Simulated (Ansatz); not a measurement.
The system is CsLiCr2Te2S3.

```xyz
9
Lattice="3.4216 -5.1807 0.0078 3.4216 5.1807 0.0078 -2.9041 0.0000 7.4309" Properties=species:S:1:pos:R:3 pbc="T T T"
Cs    0.6167    0.0000    0.0649
Li    2.4219    0.0000    4.1212
Cr    0.1728    2.1297    4.1498
Cr    0.1728   -2.1297    4.1498
Te    4.0786    1.5993    2.1688
Te    4.0786   -1.5993    2.1688
S     2.0049   -2.1476    5.4598
S     2.0049    2.1476    5.4598
S     0.0600    0.0000    3.5978
```

The cell was built by a generator and needn't be a form met in nature.

Base run:

- Program: Ansatz 0.2.0
- Functional: LDA
- Potentials or basis: all-electron LAPW, scalar-relativistic
- Cutoff: 292 eV (chosen from the basis error)
- Basis error allowed: 0.002 eV/atom
- k mesh: 4 × 4 × 3
- Occupations: fermi-dirac, width 0.05 eV
- Spin: collinear spin, ferromagnetic start
- Starting moments: [0.0, 0.0, 3.0, 3.0, 0.0, 0.0, 0.0, 0.0, 0.0] μB

Its results: pressure -3.8 GPa; net moment 4.00 μB per cell; site moments Cs -0.00; Li +0.00; Cr +2.09; Te -0.13; S -0.04 μB; largest force 0.566 eV/Å.

Q: After a change of settings the same cell gave: pressure 1.3 GPa; net moment 4.01 μB per cell; site moments Cs -0.00; Li +0.00; Cr +2.27; Te -0.20; S -0.07, -0.06 μB; largest force 0.126 eV/Å. Which change was it?
A. functional from LDA to PBE; potentials or basis from all-electron LAPW, scalar-relativistic to all-electron PAW datasets made for the crystal
B. functional from LDA to revPBE
C. functional from LDA to PBE; k mesh from 4 × 4 × 3 to 5 × 5 × 4
D. functional from LDA to PBE

A: B.

revPBE binds less tightly than LDA, so the same cell stands under more pressure.

Caveats: the k mesh is thin for a metal, which can move the energy by tens of meV per atom; only a ferromagnetic start was run, and an antiferromagnetic order may lie lower in energy.

The runs don't all hold the same shells in valence.
